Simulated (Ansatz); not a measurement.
# ClGaHI: the cost of one run

Program: Ansatz 0.2.0, driven from Python. Level of theory: Hartree-Fock/def2-SVP. These are calculated values, not measurements.

### 1 Starting point

Bond lengths: Cl1–Ga2 1.972 Å, Ga2–I3 2.797 Å, Ga2–H4 1.440 Å. Angles: Cl1–Ga2–I3 124.8°, Cl1–Ga2–H4 140.0°, I3–Ga2–H4 94.5°.

The script holds or builds the structure itself.

### 2 The code

The input, clgahi_relaxed_scan.py:

```python
# -*- coding: utf-8 -*-
"""One bond of ClGaHI held at set lengths while the rest relaxes."""

import warnings

import ansatz as az
from ase import Atoms
import numpy as np

warnings.simplefilter("ignore", az.DeckWarning)

atoms = Atoms(["Cl", "Ga", "I", "H"], positions=[
    [-2.1004, 0.0753, -0.5377],
    [-0.1587, 0.2501, -0.2427],
    [1.4272, -1.6195, 1.1038],
    [0.8874, 1.2338, -0.3437],
])
system = az.Crystal.molecule_from_ase(atoms)

job = (
    system.calculation()
    .basis(gaussian="def2-SVP")
    .functional("hf")
)
symbols = [site.symbol for site in system.cartesian_sites]
pairs = [(0, 1), (1, 2), (1, 3)]
print("held (A)   E (eV)        ", "  ".join(f"{symbols[i]}{i}-{symbols[j]}{j}" for i, j in pairs))
for length in [1.32, 1.44, 1.55, 1.73, 1.94]:
    data = job.relax(constraints=[az.DistanceConstraint((1, 3), at=length)], force_tolerance=0.02, max_steps=60).run(threads=1, backend="cpu").report
    xyz = np.array(data["positions_ang"])
    print(f"{length:6.2f} {data['free_energy_ev']:14.5f}  ", "  ".join(f"{np.linalg.norm(xyz[i] - xyz[j]):.3f}" for i, j in pairs))
```

### 3 What the engine is handed

The package turns the script's settings into the engine's input (first run):

```yaml
crystal:
  periodic: [false, false, false]
  atoms:
    - { symbol: Cl, position_ang: [-2.1004, 0.0753, -0.5377] }
    - { symbol: Ga, position_ang: [-0.1587, 0.2501, -0.2427] }
    - { symbol: I, position_ang: [1.4272, -1.6195, 1.1038] }
    - { symbol: H, position_ang: [0.8874, 1.2338, -0.3437] }
basis:
  gaussian:
    orbitals: def2-SVP
hamiltonian:
  xc: hf
relax:
  f_tol: 0.02
  max_steps: 60
  constraints:
    - { distance: [1, 3], at: 1.32 }
```

### 4 Launch

On the command line:

```bash
python clgahi_relaxed_scan.py
```

What time and memory should one allow on 1 thread of Arm Neoverse V2, shared host?

About 64 s, with a peak of 0.26 GiB.
